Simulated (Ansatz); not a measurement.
# Al3GaN4: the cost of one run

Computed with Ansatz 0.2.0 (DFT LDA, scalar-relativistic, plane waves, PAW, unless a step's input says otherwise).

1 further run of the same task is left out (set aside as unsound or not needed). Runs told in other sessions of the task aren't counted.

### 1 The system as given

It takes space group P-43m (No. 215, cubic). Conventional cell: a = 4.370 Å, b = 4.370 Å, c = 4.370 Å, α = 90.00°, β = 90.00°, γ = 90.00°. Around Al (site symmetry -42m) lie 4 N at 1.88 Å. Around Ga (site symmetry -43m) lie 4 N at 1.93 Å. Around N (site symmetry 3m) lie 3 Al at 1.88 Å and 1 Ga at 1.93 Å.

As a file:

```cif
data_structure
_symmetry_space_group_name_H-M 'P 1'
_symmetry_Int_Tables_number 1
_cell_length_a 4.3702
_cell_length_b 4.3702
_cell_length_c 4.3702
_cell_angle_alpha 90.000
_cell_angle_beta 90.000
_cell_angle_gamma 90.000
_cell_volume 83.47
loop_
_atom_site_label
_atom_site_type_symbol
_atom_site_fract_x
_atom_site_fract_y
_atom_site_fract_z
_atom_site_occupancy
Al1 Al 0.50000 0.50000 0.00000 1
Al2 Al 0.50000 0.00000 0.50000 1
Al3 Al 0.00000 0.50000 0.50000 1
Ga1 Ga 0.00000 0.00000 0.00000 1
N1 N 0.74489 0.74489 0.25511 1
N2 N 0.74489 0.25511 0.74489 1
N3 N 0.25511 0.74489 0.74489 1
N4 N 0.25511 0.25511 0.25511 1
```

It goes back to an entry of the Materials Project, which need not be the stable form.

This cell was relaxed beforehand with the same method: volume 10.43 Å³/atom, gap on the mesh 3.38 eV.

### 2 Zone-centre modes

Input file input.yaml:

```yaml
crystal:
  lattice:
    - [4.3702240539, 0.0, 0.0]
    - [0.0, 4.3702240539, 0.0]
    - [0.0, 0.0, 4.3702240539]
  atoms:
    - { symbol: Al, position: [0.5, 0.5, 0.0] }
    - { symbol: Al, position: [0.5, 0.0, 0.5] }
    - { symbol: Al, position: [0.0, 0.5, 0.5] }
    - { symbol: Ga, position: [0.0, 0.0, 0.0] }
    - { symbol: "N", position: [0.7448945398, 0.7448945398, 0.2551054602] }
    - { symbol: "N", position: [0.7448945398, 0.2551054602, 0.7448945398] }
    - { symbol: "N", position: [0.2551054602, 0.7448945398, 0.7448945398] }
    - { symbol: "N", position: [0.2551054602, 0.2551054602, 0.2551054602] }
basis:
  ecutwfc: 420
kpoints:
  mp_grid: { grid: [6, 6, 6] }
hamiltonian:
  xc: lda
scf:
  occupations: { method: fixed }
output:
  eigenvalues: true
phonons:
  method: dfpt
  dielectric: true
  rigid_motions: translations
  eigenvectors: true
```

Command:

```
ansatz run input.yaml --threads 2 --pin off --max-ram 6144MiB --backend cpu --events-out ev --progress --plain --runs-dir out
```

Q: Estimate wall time and peak memory on 2 threads of Intel Xeon at 2.50GHz (Skylake/Cascade Lake), shared host.

About 3.2 min, with a peak of 1.4 GiB.
